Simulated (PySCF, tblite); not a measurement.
# C6H12BBr: geometry, infrared bands and NMR shifts

Wanted: the infrared bands and NMR shifts of C6H12BBr (`CB1CCC[C@@H](Br)C1`), by calculation.

Computed with tblite 0.8.0 and PySCF 2.14.0, with density-fitted response routines of our own, on a single molecule in the gas phase. Atoms count from 0, in the outputs and in this text.

## (1) Starting geometry

20 atoms, charge 0, multiplicity 1; geometry from: force field or distance geometry start.

Bonds of the start (Å): C0–B1 1.58, B1–C2 1.61, C2–C3 1.52, C3–C4 1.53, C4–C5 1.55, C5–Br6 1.95, C5–C7 1.52, C7–B1 1.60, C0–H8 1.11, C0–H9 1.12, C0–H10 1.12, C2–H11 1.12, C2–H12 1.10, C3–H13 1.12, C3–H14 1.11, C4–H15 1.11, C4–H16 1.12, C5–H17 1.11, C7–H18 1.11, C7–H19 1.11.

## (2) Optimising the geometry with GFN2-xTB

The job: settings as JSON, then the geometry in Å.

```
{"job": {"kind": "relax", "xc": "GFN2-xTB", "basis": "xTB"}, "charge": 0, "multiplicity": 1}
C     -2.546700    -0.212300     0.087800
B     -1.037600    -0.162600    -0.379800
C     -0.090700    -1.458800    -0.248200
C      1.123500    -1.130500     0.611300
C      1.862200     0.126500     0.152200
C      0.940300     1.366500     0.192400
Br     1.944500     2.941800    -0.357600
C     -0.283900     1.210200    -0.701900
H     -2.608800    -0.557000     1.142900
H     -3.016400     0.797300     0.013500
H     -3.117800    -0.916200    -0.561600
H     -0.672800    -2.304300     0.190600
H      0.229800    -1.744300    -1.260000
H      0.810400    -1.008200     1.675400
H      1.820800    -1.991900     0.586500
H      2.738900     0.298500     0.816700
H      2.237900    -0.021600    -0.888400
H      0.614400     1.529800     1.244500
H      0.022600     1.183400    -1.765700
H     -0.975700     2.064400    -0.553600
```

The run is started by

```bash
> OMP_NUM_THREADS=1 python probes_run.py task.json out
```

The driver reads the jobs from task.json and runs them one after another.

**Question.** This job is followed by: GFN2-xTB harmonic vibrations, gas phase; GIAO PBE0/pcSseg-1 NMR shielding, non-relativistic, gas phase. Predict these results of the whole session: strongest single infrared mode (GFN2-xTB); zero-point energy (GFN2-xTB); ¹³C shifts against TMS (PBE0/pcSseg-1); ¹H shifts against TMS (PBE0/pcSseg-1, means over atoms taken as alike); ¹¹B shifts against BF3·OEt2 (PBE0/pcSseg-1); ⁷⁹Br shifts against HBr (PBE0/pcSseg-1).

**Answer**, as computed:

```
                                                              quantity                                                           value
                             strongest single infrared mode (GFN2-xTB)                                           1170 cm⁻¹, 140 km/mol
                                          zero-point energy (GFN2-xTB)                                                  105.8 kcal/mol
                                ¹³C shifts against TMS (PBE0/pcSseg-1)                          70.0, 47.5, 44.1, 29.3, 28.6, 14.3 ppm
¹H shifts against TMS (PBE0/pcSseg-1, means over atoms taken as alike)  4.24, 2.70, 2.44, 2.05, 1.87, 1.68, 1.66, 1.38, 0.86, 0.85 ppm
                           ¹¹B shifts against BF3·OEt2 (PBE0/pcSseg-1)                                                        87.7 ppm
                               ⁷⁹Br shifts against HBr (PBE0/pcSseg-1)                                                         615 ppm
```

Relaxing lowered the energy by 0.249 eV in 73 steps; the close pair that moved most is C5–Br6, from 1.947 to 1.994 Å. All 54 modes are real, so the xTB geometry is a minimum. The strongest single mode, at 1170 cm⁻¹, moves mainly B1. GFN2-xTB is a fitted tight-binding method: band positions and strengths are rough. Its intensities can rank the bands wrongly. C5 stands next to heavy halogen, whose spin-orbit shielding this run leaves out, so the computed shift lies too far downfield, most of all for carbon beside Br or I. The most deshielded hydrogen is H17 (hydrogen on an sp3 CH bonded to Br), at 4.24 ppm: its carbon carries Br, which withdraws density. At PBE0/pcSseg-1: The largest span, 1642 ppm, is at Br6, where the paramagnetic term is -1115 ppm. Spin-orbit coupling is left out, which matters for shieldings and couplings at and beside the heavy atoms.
